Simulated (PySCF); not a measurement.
# CH3BF2: the cost of one run

Computed with PySCF 2.14.0, with density-fitted response routines of our own, on a single molecule in the gas phase. Atoms count from 0, in the outputs and in this text.

## (1) The molecule as given

7 atoms, charge 0, multiplicity 1; geometry from: GFN2-xTB. The atoms were then displaced at random by about 0.01 Å, so the start is not that level's minimum.

Bonds of the start (Å): C0–B1 1.54, B1–F2 1.31, B1–F3 1.33, C0–H4 1.11, C0–H5 1.08, C0–H6 1.08.

## (2) Optimising the geometry at PBE0-D3(BJ)/def2-SVP

Job settings and geometry (Å):

```
{"job": {"xc": "PBE0", "basis": "def2-SVP", "d3": "d3bj", "grid": 1, "shake": 0.01, "kind": "geom"}, "charge": 0, "multiplicity": 1}
C     -0.688600    -0.014590     0.044880
B      0.852790     0.001540    -0.058830
F      1.567280     1.100190    -0.125050
F      1.605160    -1.100210    -0.090450
H     -1.117370     1.010590     0.052850
H     -1.047340    -0.508950     0.930920
H     -1.137970    -0.517670    -0.804250
```

Started as:

```bash
> OMP_NUM_THREADS=1 python probes_run.py task.json out
```

One launch serves the whole session: the jobs run in the order shown.

**Question.** How long does this first job take on 1 thread of Arm Neoverse V1, shared host, and how much memory does it need?

About 13 s, with a peak of 0.31 GiB.
